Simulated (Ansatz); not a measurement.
**Platinum, A15 under BLYP: structure and ground-state energy**

What does BLYP give for platinum in the A15 structure? We relax it, then solve it on a dense k-mesh. Spin polarisation is left out. The k-meshes are 5×5×5 for the relaxation; 7×7×7 for the dense run.

Program: Ansatz 0.2.0. Level of theory: DFT BLYP, plane waves (420 eV) with PAW, scalar-relativistic; PAW files made under PBE, frozen cores solved again for the functional. These are calculated values, not measurements.

The structure is cubic, space group Pm-3n (No. 223). Conventional cell: a = 4.943 Å, b = 4.943 Å, c = 4.943 Å, α = 90.00°, β = 90.00°, γ = 90.00°. Pt (site symmetry m-3) has 12 Pt at 2.76 Å as nearest neighbours. Pt (site symmetry -4m2) has 6 Pt at 2.47 to 2.76 Å as nearest neighbours.

As a file:

```
Pt
1.0
     4.94280    0.00000    0.00000
     0.00000    4.94280    0.00000
     0.00000    0.00000    4.94280
Pt
8
Direct
  0.00000 0.00000 0.00000
  0.50000 0.50000 0.50000
  0.25000 0.00000 0.50000
  0.75000 0.00000 0.50000
  0.50000 0.25000 0.00000
  0.50000 0.75000 0.00000
  0.00000 0.50000 0.25000
  0.00000 0.50000 0.75000
```

| quantity | value |
| --- | --- |
| space group (spins left aside) | Pm-3n (No. 223) |
| conventional cell | a = 5.172 Å |
| volume | 17.289 Å³/atom |
| shortest distance | 2.586 Å |
| gap on the mesh | none (levels filled in part) |
| relative to fcc | +212 meV/atom |

In words: From the guessed start the volume grew by 14.5 % in 5 steps. Against the usual form of platinum (fcc, computed apart with the same settings) it stands 212 meV/atom higher, so it is far from stable. Levels at the Fermi energy are filled in part, as in a metal. Relaxation kept the symmetry; phonons were not checked.

**Question.** Which input and command would start the first run of this session?

The input that was used; it is not the only one that fits:

Contents of input.yaml:

```yaml
crystal:
  lattice:
    - [4.9427962708, 0.0, 0.0]
    - [0.0, 4.9427962708, 0.0]
    - [0.0, 0.0, 4.9427962708]
  atoms:
    - { symbol: Pt, position: [0.0, 0.0, 0.0] }
    - { symbol: Pt, position: [0.5, 0.5, 0.5] }
    - { symbol: Pt, position: [0.25, 0.0, 0.5] }
    - { symbol: Pt, position: [0.75, 0.0, 0.5] }
    - { symbol: Pt, position: [0.5, 0.25, 0.0] }
    - { symbol: Pt, position: [0.5, 0.75, 0.0] }
    - { symbol: Pt, position: [0.0, 0.5, 0.25] }
    - { symbol: Pt, position: [0.0, 0.5, 0.75] }
hamiltonian:
  xc: blyp
  pseudopotentials:
    kind: paw
    azcp:
      Pt: "pseudopotentials/Pt.paw.azcp"
basis:
  ecutwfc: 420
  fft_grid_basis: typed
kpoints:
  mp_grid: { grid: [5, 5, 5], shift: [0, 0, 0] }
magnetization:
  spin_polarized: false
scf:
  occupations: { method: fermi_dirac, width: 0.1 }
relax:
  max_steps: 60
  f_tol: 0.01
  cell: {}
```

The run is started by

```bash
$ ansatz run input.yaml --threads 4 --pin off --max-ram 8192MiB --backend cpu --events-out ev --progress --plain --runs-dir out
```
